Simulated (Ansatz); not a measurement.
# CH5ClNSTa: taking an electron away

Aim: the vertical ionisation energy of CH5ClNSTa, as cation minus neutral at the neutral's geometry, on several levels, and how well −ε(HOMO) stands in for it.

Program: Ansatz 0.2.0, Gaussian basis. Level of theory: unrestricted cation, the program's frozen cores in correlated methods. These are calculated values, not measurements.

Levels to be run: UKS PBE-D4/def2-TZVPP; UKS r2SCAN-D4/def2-TZVPP; UKS PBE0-D4/def2-TZVPP; UKS B3LYP-D4/def2-TZVPP; UKS wB97X-V/def2-TZVPP; UKS wB97M-V/def2-TZVPP; UKS B2PLYP/def2-TZVPP; UHF-CCSD(T)/def2-TZVPP; UHF-MP2/def2-QZVPP; extrapolation to the limit; then −ε(HOMO) from the neutral's earlier runs with LDA (SPW92), PBE-D4, revPBE-D4, BLYP-D4, r2SCAN-D4, B97M-V, PBE0-D4, B3LYP-D4, r2SCANh-D4, r2SCAN0-D4, HSE06-D4, BHLYP-D4, CAM-B3LYP-D4, LC-ωPBE, ωB97X-V, ωB97M-V.

### 1 The geometry

The geometry comes from an earlier relaxation with PBE0-D4 in a triple-zeta def2 set; it is a stationary point, not always the lowest conformer. Ta takes the def2 core potential; no spin-orbit term is included.

SMILES `[CH3][Ta]([NH2])(=[S])[Cl]`, 10 atoms, charge 0, spin multiplicity 1.

Atoms are counted from 1 here; the program's logs count them from 0.

Bond lengths: C1–Ta2 2.142 Å, C1–H6 1.097 Å, C1–H7 1.093 Å, C1–H8 1.096 Å, Ta2–N3 1.950 Å, Ta2–S4 2.154 Å, Ta2–Cl5 2.304 Å, N3–H9 1.013 Å, N3–H10 1.009 Å. Angles: Ta2–C1–H6 110.1°, Ta2–C1–H7 112.6°, Ta2–C1–H8 109.2°, H6–C1–H7 108.6°, H6–C1–H8 108.4°, H7–C1–H8 107.9°, C1–Ta2–N3 105.4°, C1–Ta2–S4 105.6°, C1–Ta2–Cl5 107.7°, N3–Ta2–S4 107.3°, N3–Ta2–Cl5 114.7°, S4–Ta2–Cl5 115.4°, Ta2–N3–H9 123.0°, Ta2–N3–H10 126.4°, H9–N3–H10 110.5°.

Geometry (Å):

```xyz
10

C    -1.42925   -0.61032   -0.01669
Ta    0.34919    0.44749   -0.57205
N     1.59455    0.17823    0.90473
S     1.13988   -0.60619   -2.27563
Cl   -0.23332    2.64456   -0.95105
H    -1.85285   -0.17978    0.89898
H    -1.24881   -1.67491    0.14974
H    -2.17015   -0.51509   -0.81886
H     1.49246    0.63515    1.80260
H     2.44160   -0.37034    0.88123
```

### 2 Cation, UKS PBE-D4/def2-TZVPP

in.yaml

```yaml
crystal:
  periodic: [false, false, false]
  atoms:
    - {symbol: C, position_ang: [-1.429252, -0.610323, -0.016686]}
    - {symbol: Ta, position_ang: [0.349193, 0.447493, -0.572054]}
    - {symbol: N, position_ang: [1.594549, 0.178229, 0.904726]}
    - {symbol: S, position_ang: [1.139876, -0.606193, -2.275629]}
    - {symbol: Cl, position_ang: [-0.233319, 2.644556, -0.951054]}
    - {symbol: H, position_ang: [-1.852851, -0.179776, 0.898981]}
    - {symbol: H, position_ang: [-1.248809, -1.674906, 0.149741]}
    - {symbol: H, position_ang: [-2.170147, -0.515089, -0.818857]}
    - {symbol: H, position_ang: [1.492459, 0.635153, 1.802598]}
    - {symbol: H, position_ang: [2.441602, -0.370344, 0.881235]}
basis:
  gaussian: {orbitals: def2-TZVPP}
total_charge: 1
magnetization: {spin_polarized: true, initial_magnetization: 1}
hamiltonian: {xc: pbe, dispersion: d4}
```

Launch:

```sh
$ ansatz run in.yaml --threads 2 --pin off --events-out ev --progress --plain --max-ram 32768MiB --backend cuda --devices 0, --max-vram 18GiB
```

The runs that follow: Cation, UKS r2SCAN-D4/def2-TZVPP; Cation, UKS PBE0-D4/def2-TZVPP; Cation, UKS B3LYP-D4/def2-TZVPP; Cation, UKS wB97X-V/def2-TZVPP; Cation, UKS wB97M-V/def2-TZVPP; Cation, UKS B2PLYP (frozen core)/def2-TZVPP; Cation, UHF-CCSD(T)/def2-TZVPP; Cation, UHF-MP2/def2-QZVPP.

Q: Predict the results of all the runs planned. Wanted: ionisation energy, CCSD(T)/CBS; nearest functional by difference; nearest −ε(HOMO); −ε(HOMO) of PBE; T1 of the cation.

As calculated:

| quantity | value |
| --- | --- |
| ionisation energy, CCSD(T)/CBS | 9.76 eV |
| nearest functional by difference | B2PLYP (-0.22 eV) |
| nearest −ε(HOMO) | ωB97X-V (+0.06 eV) |
| −ε(HOMO) of PBE | 6.42 eV |
| T1 of the cation | 0.023 |

What this shows: Energy differences with functionals land within 0.52 eV of the reference. The PBE orbital energy is 3.3 eV too small: a semilocal HOMO is no ionisation energy. Among orbital estimates ωB97X-V comes nearest. Hartree-Fock falls 1.41 eV short, as the neutral has more correlation energy than the cation. Correlated methods include outer-core shells of Ta, which these sets cover unevenly.
